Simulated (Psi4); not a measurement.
# GeH3 (SMILES [GeH3]): UMP2/def2-TZVPP

What is the energy change on altering one bond length of GeH3 at UMP2/def2-TZVPP? 

The results are computed with Psi4 1.11.

3 further runs of the same task are left out: 3 set aside as unsound or not needed.

## (1) The structure to begin with

GeH3: 4 atoms, total charge 0, spin state doublet. SMILES: `[GeH3]`. The shape is that of a PBE0-D4/def2-TZVP optimisation.

Bond lengths: Ge1–H2 1.539 Å, Ge1–H3 1.539 Å, Ge1–H4 1.539 Å. Angles: H2–Ge1–H3 111.1°, H2–Ge1–H4 111.1°, H3–Ge1–H4 111.1°.

## (2) A single-point energy at UMP2/def2-TZVPP

File job.inp:

```
memory 1.6 GB

molecule mol {
  0 2
  Ge
  H 1 1.539089
  H 1 1.539135 2 111.11836
  H 1 1.539106 2 111.11762 3 124.27885
  units angstrom
  symmetry c1
}

set globals {
  basis def2-TZVPP
  reference uhf
  puream true
  e_convergence 1e-09
  d_convergence 1e-08
  scf_type pk
  num_frozen_docc 9
  mp2_type conv
  maxiter 100
}

e, wfn = energy('mp2', return_wfn=True)
```

Run with:

```sh
$ psi4 -i job.inp -o job.out -n 1
```

job.out:

```text
[...]
  Running in c1 symmetry.
[...]
  Nuclear repulsion =   33.632093081797727
[...]
  Multiplicity = 2
[...]
  Nalpha       = 18
  Nbeta        = 17
[...]
    Number of basis functions: 90
[...]
   @UHF iter   1: -2075.78816300510744   -2.88344e+00   3.04600e-02 ADIIS/DIIS
[...]
   @UHF iter  13: -2077.06889122518987    4.54747e-13   3.14268e-09 DIIS
[...]
   @S^2 Observed:                7.548424835E-01
[...]
    Orbital Energies [Eh]
    ---------------------
    Alpha Occupied:
       1A   -405.233936     2A    -52.141586     3A    -46.231310
       4A    -46.228081     5A    -46.228081     6A     -7.186670
       7A     -5.166565     8A     -5.158852     9A     -5.158852
      10A     -1.634819    11A     -1.634081    12A     -1.634080
      13A     -1.630014    14A     -1.630013    15A     -0.736486
      16A     -0.480170    17A     -0.480166    18A     -0.330116
    Alpha Virtual:
      19A      0.143900    20A      0.154952    21A      0.154953
      22A      0.252413    23A      0.286288    24A      0.286289
      25A      0.301886    26A      0.301886    27A      0.415656
[...]
  @UHF Final Energy: -2077.06889122518987
   => Energetics <=
    Nuclear Repulsion Energy =             33.6320930817977271
    One-Electron Energy =               -2963.9917561235497487
    Two-Electron Energy =                 853.2907718165618007
    Total Energy =                      -2077.0688912251898728
  UHF NO Occupations:
  HONO-2 :   16  A 1.9997328
  HONO-1 :   17  A 1.9981769
[...]
 Multipole Moments:
 ------------------------------------------------------------------------------------
     Multipole            Electronic (a.u.)      Nuclear  (a.u.)        Total (a.u.)
 ------------------------------------------------------------------------------------
 L = 1.  Multiply by 2.5417464519 to convert [e a0] to [Debye]
 Dipole X            :         -1.2389582            1.2141436           -0.0248146
 Dipole Y            :         -0.6549389            0.6418070           -0.0131318
 Dipole Z            :         -0.4490791            0.4400998           -0.0089793
 Magnitude           :                                                    0.0294760
[...]
	SCS-MP2 Total Energy (a.u.)        : -2077.31216148644944
	SOS-MP2 Total Energy (a.u.)        : -2077.29021251421773
	SCSN-MP2 Total Energy (a.u.)       : -2077.18478179857311
[...]
	SOS-PI-MP2 Total Energy (a.u.)     : -2077.32709939572260
[...]
	MP2 Total Energy (a.u.)            : -2077.31917254940799
[...]
```

Wall time 3.9 s (1 thread of Intel Xeon 6975P-C (Granite Rapids), shared host); peak memory 0.47 GiB.

## (3) The distorted shape at the same level

File geh3.in:

```
memory 1600 mb

molecule molecule1 {
  0 2
  Ge     0.304821    -0.323639    -0.171480
  H      1.145221    -0.088139     1.096220
  H     -0.792579    -1.373639     0.077820
  H     -0.386800     1.192200    -0.768800
  units angstrom
  symmetry c1
  no_reorient
  no_com
}

set basis def2-TZVPP
set reference uhf
set puream true
set e_convergence 1e-09
set d_convergence 1e-08
set scf_type pk
set num_frozen_docc 9
set mp2_type conv
set maxiter 100

E, wfn = energy("mp2", return_wfn=True)
```

Run with:

```sh
$ psi4 -i geh3.in -o geh3.out -n 1
```

geh3.out:

```text
[...]
  Running in c1 symmetry.
[...]
  Nuclear repulsion =   32.167327844670794
[...]
  Multiplicity = 2
[...]
  Nalpha       = 18
  Nbeta        = 17
[...]
    Number of basis functions: 90
[...]
   @UHF iter   1: -2075.73730389403090   -2.96677e+00   3.05445e-02 ADIIS/DIIS
[...]
   @UHF iter  15: -2077.05573007763996   -4.54747e-12   4.72044e-09 DIIS
[...]
   @S^2 Observed:                7.545060856E-01
[...]
    Orbital Energies [Eh]
    ---------------------
    Alpha Occupied:
       1A   -405.245401     2A    -52.151850     3A    -46.241493
       4A    -46.238644     5A    -46.238254     6A     -7.196145
       7A     -5.175824     8A     -5.168100     9A     -5.168082
      10A     -1.644283    11A     -1.643253    12A     -1.642951
      13A     -1.639865    14A     -1.638969    15A     -0.725890
      16A     -0.486050    17A     -0.453832    18A     -0.333351
    Alpha Virtual:
      19A      0.117197    20A      0.148899    21A      0.153486
      22A      0.253242    23A      0.285387    24A      0.285662
      25A      0.299099    26A      0.304523    27A      0.412555
[...]
  @UHF Final Energy: -2077.05573007763996
   => Energetics <=
    Nuclear Repulsion Energy =             32.1673278446707940
    One-Electron Energy =               -2960.8292500895249759
    Two-Electron Energy =                 851.6061921672144308
    Total Energy =                      -2077.0557300776399643
  UHF NO Occupations:
  HONO-2 :   16  A 1.9997852
  HONO-1 :   17  A 1.9982363
[...]
 Multipole Moments:
 ------------------------------------------------------------------------------------
     Multipole            Electronic (a.u.)      Nuclear  (a.u.)        Total (a.u.)
 ------------------------------------------------------------------------------------
 L = 1.  Multiply by 2.5417464519 to convert [e a0] to [Debye]
 Dipole X            :        -18.2871419           18.3683534            0.0812114
 Dipole Y            :         19.9158975          -20.0802789           -0.1643815
 Dipole Z            :          9.6568292           -9.6038149            0.0530142
 Magnitude           :                                                    0.1908588
[...]
	SCS-MP2 Total Energy (a.u.)        : -2077.29847090146268
	SOS-MP2 Total Energy (a.u.)        : -2077.27688248362074
	SCSN-MP2 Total Energy (a.u.)       : -2077.16971692384550
[...]
	SOS-PI-MP2 Total Energy (a.u.)     : -2077.31374121795079
[...]
	MP2 Total Energy (a.u.)            : -2077.30478900281651
[...]
```

Run time: 4.2 s. Hardware: 1 thread of Intel Xeon 6975P-C (Granite Rapids), shared host; peak memory 0.47 GiB.

## (4) Results

At UMP2/def2-TZVPP, 9 core orbitals frozen:

| quantity | value |
| --- | --- |
| first shape: total energy | -2077.31917 Eh |
| first shape: HOMO energy (Hartree–Fock orbitals) (highest over α and β) | -8.98 eV |
| first shape: LUMO energy (Hartree–Fock orbitals) (lowest over α and β) | 1.09 eV |
| first shape: correlation energy (9 core orbitals frozen) | -250.3 mEh |
| first shape: ⟨S²⟩ of the reference determinant | 0.755 |
| distorted shape: total energy | -2077.30479 Eh |
| distorted shape: HOMO energy (Hartree–Fock orbitals) (highest over α and β) | -9.07 eV |
| distorted shape: LUMO energy (Hartree–Fock orbitals) (lowest over α and β) | 0.93 eV |
| distorted shape: correlation energy (9 core orbitals frozen) | -249.1 mEh |
| distorted shape: ⟨S²⟩ of the reference determinant | 0.755 |
| energy change with the Ge1–H4 bond stretched from 1.539 to 1.770 Å | 0.391 eV |

In words: With the Ge1–H4 bond stretched from 1.539 to 1.770 Å the energy rises by 0.39 eV (37.8 kJ/mol). The first shape isn't relaxed at this level, so the change isn't measured from a minimum.
